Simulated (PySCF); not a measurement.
**[Pb(CCH)]+: other functionals and bases at one geometry**

Aim: see how levels, charges and forces of [Pb(CCH)]+ depend on the level of theory. The structure is generated, not taken from experiment.

Computed with PySCF 2.14.0. Level: several levels, as the steps say, no spin–orbit coupling.

2 further runs of the same task are left out: 2 for a known fault of the program.

## 1. Starting geometry

4 atoms, charge 1, spin multiplicity 1.

Bond lengths: Pb1–C2 2.175 Å, C2–C3 1.230 Å, C3–H4 1.081 Å. Angles: Pb1–C2–C3 180.0°, C2–C3–H4 180.0°.

Coordinates:

```xyz
4

Pb    0.00000    0.00000   -0.18788
C     0.00000    0.00000    1.98748
C     0.00000    0.00000    3.21726
H     0.00000    0.00000    4.29846
```

Formal oxidation states: Pb +2. An earlier session relaxed this geometry at B3LYP, Pb def2-SVP with ECP60, C def2-SVP, H def2-SVP (singlet, point group C∞v).

At B3LYP on the finer grid: E = -269.353671 Eh, HOMO -12.98 eV, LUMO -8.84 eV, Mulliken charge on Pb1 +1.06 e, largest force component 0.013 eV/Å. 

Levels to run: BP86; r2SCAN; TPSS; PBE0; B3LYP, TZVP; B3LYP, x2c-SVP. Hardware: 2 threads of Arm Neoverse V2, shared host.

## 2. BP86

run.py (the lines that set the calculation) reads:

```python
mol = gto.M(atom='''
Pb     0.00000     0.00000    -0.18788
C      0.00000     0.00000     1.98748
C      0.00000     0.00000     3.21726
H      0.00000     0.00000     4.29846''',
    basis={'Pb': 'def2-SVP', 'C': 'def2-SVP', 'H': 'def2-SVP'},
    ecp={'Pb': 'def2-SVP'},
    charge=1, spin=0)
mf = dft.RKS(mol, xc='B88,P86')
mf.grids.atom_grid = (75, 302)
mf = mf.density_fit()  # fitting sets: Pb def2-universal-JKFIT, C def2-universal-JKFIT, H def2-universal-JKFIT
mf.conv_tol = 1e-08; mf.max_cycle = 55
mf.kernel(dm0)  # dm0: the density of the relaxed state
```

Run with:

```console
> OMP_NUM_THREADS=2 python run.py
```

## 3. r2SCAN

Changes to run.py (the lines that set the calculation) since step 2:

```diff
@@ -8,3 +8,3 @@
     charge=1, spin=0)
-mf = dft.RKS(mol, xc='B88,P86')
+mf = dft.RKS(mol, xc='R2SCAN')
 mf.grids.atom_grid = (75, 302)
```

## 4. TPSS

Changes to run.py (the lines that set the calculation) since step 3:

```diff
@@ -8,3 +8,3 @@
     charge=1, spin=0)
-mf = dft.RKS(mol, xc='R2SCAN')
+mf = dft.RKS(mol, xc='TPSS')
 mf.grids.atom_grid = (75, 302)
```

## 5. PBE0

Changes to run.py (the lines that set the calculation) since step 4:

```diff
@@ -8,3 +8,3 @@
     charge=1, spin=0)
-mf = dft.RKS(mol, xc='TPSS')
+mf = dft.RKS(mol, xc='PBE0')
 mf.grids.atom_grid = (75, 302)
```

## 6. B3LYP, TZVP

Basis: Pb def2-TZVP with ECP60, C def2-TZVP, H def2-TZVP. 

run.py (the lines that set the calculation) reads:

```python
mol = gto.M(atom='''
Pb     0.00000     0.00000    -0.18788
C      0.00000     0.00000     1.98748
C      0.00000     0.00000     3.21726
H      0.00000     0.00000     4.29846''',
    basis={'Pb': 'def2-TZVP', 'C': 'def2-TZVP', 'H': 'def2-TZVP'},
    ecp={'Pb': 'def2-TZVP'},
    charge=1, spin=0)
mf = dft.RKS(mol, xc='B3LYP')
mf.grids.atom_grid = (75, 302)
mf = mf.density_fit()  # fitting sets: Pb def2-universal-JKFIT, C def2-universal-JKFIT, H def2-universal-JKFIT
mf.conv_tol = 1e-08; mf.max_cycle = 55
mf.kernel(dm0)  # dm0: free metal ions and neutral atoms
```

## 7. B3LYP, x2c-SVP

Basis: Pb x2c-SVPall, C x2c-SVPall, H x2c-SVPall. All electrons are treated, with the spin-free X2C Hamiltonian.

run.py (the lines that set the calculation) reads:

```python
mol = gto.M(atom='''
Pb     0.00000     0.00000    -0.18788
C      0.00000     0.00000     1.98748
C      0.00000     0.00000     3.21726
H      0.00000     0.00000     4.29846''',
    basis={'Pb': 'x2c-SVPall', 'C': 'x2c-SVPall', 'H': 'x2c-SVPall'},
    nucmod='G',
    charge=1, spin=0)
mf = dft.RKS(mol, xc='B3LYP')
mf.grids.atom_grid = (99, 590)
mf = mf.density_fit()  # fitting sets: Pb AutoAux, C AutoAux, H AutoAux
mf = mf.sfx2c1e()
mf.conv_tol = 1e-08; mf.max_cycle = 55
mf.kernel(dm0)  # dm0: free metal ions and neutral atoms
```

**Question.** What will these runs give? Wanted: for each run, HOMO; gap; charge on Pb1; dipole; largest force.

**Answer**, as computed:

| level | state | HOMO (eV) | gap (eV) | charge on Pb1 (e) | dipole (D) | largest force (eV/Å) | basis functions | time |
| --- | --- | --- | --- | --- | --- | --- | --- | --- |
| B3LYP (relaxed here) | singlet | -12.98 | 4.13 | 1.06 | 1.06 | 0.01 | 59 | 2.5 s |
| BP86 | singlet | -12.28 | 2.87 | 1.03 | 1.33 | 1.07 | 59 | 1.2 s |
| r2SCAN | singlet | -12.36 | 3.25 | 1.10 | 1.11 | 0.39 | 59 | 1.7 s |
| TPSS | singlet | -12.13 | 2.99 | 1.07 | 1.20 | 0.66 | 59 | 1.7 s |
| PBE0 | singlet | -13.20 | 4.63 | 1.11 | 0.90 | 0.23 | 59 | 1.1 s |
| B3LYP, TZVP | singlet | -12.96 | 4.09 | 1.26 | 0.94 | 0.82 | 118 | 4.1 s |
| B3LYP, x2c-SVP | singlet | -12.97 | 4.10 | 1.11 | 1.06 | 0.42 | 95 | 11 s |

Times are on 2 threads of Arm Neoverse V2, shared host; the first row also made further properties. The dipole of a charged species depends on the origin, so these sizes hold for this origin alone.

In one basis the HOMO–LUMO gap runs from 2.87 eV (BP86) to 4.63 eV (PBE0). The largest leftover force, 1.07 eV/Å with BP86, stands at a geometry relaxed at another level. The Mulliken charge on Pb spans +1.03 to +1.26 e over the levels. Total energies of different levels can't be compared. Spin–orbit coupling is left out throughout.
